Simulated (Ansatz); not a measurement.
# CH6N2OSi: how energies converge with the basis set

The task here is to estimate one member of a computed series from the others.

Program: Ansatz 0.2.0, Gaussian basis. Level of theory: one geometry, several basis sets. These are calculated values, not measurements.

Levels to be run: PBE0-D4/def2-SVP; ωB97M-V/def2-SVP; PBE0-D4/def2-QZVPP; ωB97M-V/def2-QZVPP; the functionals' def2-TZVPP values are taken from earlier runs.

**The relaxed structure**

The geometry comes from an earlier relaxation with PBE0-D4 in a triple-zeta def2 set; it is a stationary point, not always the lowest conformer.

SMILES `N=C(N)O[SiH3]`, 11 atoms, charge 0, spin multiplicity 1.

Atoms are counted from 1 here; the program's logs count them from 0.

Bond lengths: N1–C2 1.268 Å, N1–H6 1.014 Å, C2–N3 1.362 Å, C2–O4 1.358 Å, N3–H7 1.004 Å, N3–H8 1.004 Å, O4–Si5 1.664 Å, Si5–H9 1.484 Å, Si5–H10 1.484 Å, Si5–H11 1.478 Å. Angles: C2–N1–H6 113.6°, N1–C2–N3 122.0°, N1–C2–O4 127.9°, N3–C2–O4 110.1°, C2–N3–H7 117.1°, C2–N3–H8 115.3°, H7–N3–H8 117.3°, C2–O4–Si5 123.9°, O4–Si5–H9 110.5°, O4–Si5–H10 110.5°, O4–Si5–H11 104.5°, H9–Si5–H10 109.3°, H9–Si5–H11 110.9°, H10–Si5–H11 111.0°.

The first run:

in.yaml reads:

```yaml
crystal:
  periodic: [false, false, false]
  atoms:
    - {symbol: N, position_ang: [1.212096, 0.341046, 1.071065]}
    - {symbol: C, position_ang: [0.489654, -0.544211, 0.521329]}
    - {symbol: N, position_ang: [0.630890, -1.869110, 0.806098]}
    - {symbol: O, position_ang: [-0.474500, -0.368610, -0.418814]}
    - {symbol: Si, position_ang: [-0.867953, 1.106936, -1.079175]}
    - {symbol: H, position_ang: [1.040363, 1.277499, 0.723303]}
    - {symbol: H, position_ang: [-0.148722, -2.467305, 0.600536]}
    - {symbol: H, position_ang: [1.167446, -2.077107, 1.629322]}
    - {symbol: H, position_ang: [-1.336432, 2.041087, -0.024968]}
    - {symbol: H, position_ang: [0.305354, 1.695820, -1.770975]}
    - {symbol: H, position_ang: [-1.952898, 0.806953, -2.036920]}
basis:
  gaussian: {orbitals: def2-SVP}
hamiltonian: {xc: pbe0, dispersion: d4}
output: {orbitals: {seedname: orbitals}}
```

Launch:

```console
> ansatz run in.yaml --threads 4 --pin off --events-out ev --progress --plain --max-ram 10444MiB
```

Among the steps run: PBE0-D4 in def2-SVP; ωB97M-V in def2-SVP; PBE0-D4 in def2-QZVPP; ωB97M-V in def2-QZVPP.

One table of the session follows, with a row left open; its other results are not shown here.

| functional | basis | HOMO (eV) | LUMO (eV) |
| --- | --- | --- | --- |
| PBE0-D4 | def2-SVP | -6.83 | 0.54 |
| PBE0-D4 | def2-TZVPP | -7.11 | 0.02 |
| PBE0-D4 | def2-QZVPP | ? | ? |
| ωB97M-V | def2-SVP | -9.13 | 2.45 |
| ωB97M-V | def2-TZVPP | -9.43 | 1.65 |
| ωB97M-V | def2-QZVPP | -9.48 | 1.21 |

Q: Estimate the row for PBE0-D4, def2-QZVPP from the others.

The run gave: HOMO (eV): -7.17; LUMO (eV): -0.16. In the column «HOMO (eV)» it lies between ωB97M-V, def2-SVP (-9.13) and PBE0-D4, def2-TZVPP (-7.11).
